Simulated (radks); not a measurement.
# Ionisation of Xe²⁺: one atom, several choices of relativity

One table from this session's results is given with a row withheld; the runs are named, their logs left out.

Program: radks (a radial shooting solver on a logarithmic mesh, Libxc functionals) version 1. Level of theory: Kohn-Sham, PBE, spin-unpolarised, spherical densities. These are calculated values, not measurements, unless marked.

## Starting point

* element: xenon (Z = 54)
* charge: +2
* electrons: 52
* configuration: [Kr] 4d10 5s2 5p4
* ion: Xe³⁺, [Kr] 4d10 5s2 5p3
* choices: non-relativistic; scalar-relativistic; Dirac, 2j+1 shares; Dirac, low j first; scalar-relativistic, finite nucleus; Dirac, 2j+1 shares, finite nucleus; Dirac, c × 2; Dirac, c × 1.5; Dirac, c × 10

Set-up of the first run:

Settings of this run:

```text
Z 54
configuration [Kr] 4d10 5s2 5p4 6s0 4f0
relativity non-relativistic
functional pbe,pbe
spin unpolarised
nucleus point
```

Among the steps run: non-relativistic: Xe²⁺.

One table of the session follows, with a row left open; its other results are not shown here.

It belongs to the step «non-relativistic: Xe²⁺». Radial moments (bohr):

| level | <r> | outermost maximum (interpolated) | 90 % within | nodes |
| --- | --- | --- | --- | --- |
| 3d | 0.2812 | 0.227 | 0.440 | 0 |
| 4s | 0.7463 | 0.688 | 1.07 | 3 |
| 4p | 0.7771 | 0.705 | 1.13 | 2 |
| 4d | 0.8688 | 0.745 | 1.32 | 1 |
| 5s | 1.856 | 1.67 | 2.67 | 4 |
| 5p | ? | ? | ? | ? |
| 6s | 4.299 | 4.01 | 6.08 | 5 |
| 4f | 2.689 | 1.16 | 4.98 | 0 |

**Question.** Estimate the row for 5p.

The run gave: <r>: 2.111; outermost maximum (interpolated): 1.86; 90 % within: 3.07; nodes: 3. In the column «<r>» it lies between 5s (1.856) and 4f (2.689).

Limits of these values: Spin polarisation and multiplet splitting of open shells are left out at every level.
